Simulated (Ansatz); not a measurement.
Working through a check of PAW against all-electron LAPW of PtSe2, space group P-3m1

Program: Ansatz 0.2.0 through its Python package.

Notebook, run cell by cell (the value of a cell's last expression is shown):

In [1]:
```python
import ansatz
import numpy as np
```

In [2]:
```python
def count_gap(report):
    # lowest empty less highest filled band, counting bands; zero where they overlap
    return max(report.get('gap_by_band_count_ev') or 0.0, 0.0)

lattice = ansatz.Lattice.of(
    (3.724, 0.0, 0.0),
    (-1.862, 3.22508, 0.0),
    (0.0, 0.0, 5.062),
)
sites = [
    ('Pt', (0.0, 0.0, 0.0)),
    ('Se', (1 / 3, 2 / 3, 0.25)),
    ('Se', (2 / 3, 1 / 3, 0.75)),
]
xtal = ansatz.Crystal(lattice=lattice)
for symbol, position in sites:
    xtal = xtal.atom(symbol, position)
```

In [3]:
```python
base = (
    xtal.calculation()
    .functional('pbesol')
    .kpoints(9, 9, 6)
    .occupations('fermi_dirac', width=100 * ansatz.meV)
    .stress()
    .forces()
    .band_table()
)
variants = {
    'PAW': base.pseudopotentials('paw'),
    'LAPW': base.pseudopotentials('all_electron', lapw=True),
}
rows = []
for label, variant in variants.items():
    summary = variant.run(threads=1).report
    levels = np.array(summary['eigenvalues_ev'][0]) - summary['fermi_energy_ev']
    print(label, 'levels at the first k-point near E_F:', np.round(levels[np.abs(levels) < 5], 3))
    rows.append((label, summary['n_electrons'], np.trace(summary['stress_gpa']) / 3, float(np.abs(summary['forces_ev_ang']).max()), count_gap(summary)))
print('     treatment  electrons in bands           P GPa  max force component eV/A  gap by band count eV')
for row in rows:
    print(f'{str(row[0]):>14s}  {row[1]:18.1f}  {row[2]:14.3f}  {row[3]:24.4f}  {row[4]:20.3f}')
```
```text
DeckWarning: basis.ecutwfc = 420 eV, auto-derived from the records' recommended cutoffs: set by Pt (normal level)
PAW levels at the first k-point near E_F: [-3.989 -3.989 -2.546 -1.033 -1.033  0.442  1.498  1.498  3.529  4.127]
LAPW levels at the first k-point near E_F: [-3.99  -3.99  -2.548 -1.035 -1.035  0.44   1.498  1.498  3.524  4.129]
     treatment  electrons in bands           P GPa  max force component eV/A  gap by band count eV
           PAW                50.0           2.134                    0.3164                 0.000
          LAPW                96.0           2.141                    0.3151                 0.000
```

PAW gives 2.134 GPa and LAPW 2.141 GPa, 0.007 GPa apart. They took 5.4 and 86.9 s of processor time.

Caveats:
- Spin is left out of this run.
- The mesh is modest for a metal, so energies can be off by several to tens of meV an atom and pressures by half a GPa or more; differences at equal mesh fare better.
- A gap by band count of zero or less means overlapping bands, a metal.
- Of the deposited cell: the entry's cell lengths or inner coordinates differ somewhat from later room-temperature determinations.
- The structure is a deposited one; some such entries were measured under pressure or heat, so a shift against it needn't be the functional's error alone.
- Levels are Kohn-Sham eigenvalues on this mesh, without spin-orbit coupling.
- Warnings are shown shortened and without file and line.
- Pressure is positive in compression; the treatments may keep other shells as core, so totals and counts of electrons can differ.
- Hardware and time: 94 s on 1 thread of Arm Neoverse V1, with other jobs on the host, peak memory 0.95 GiB.
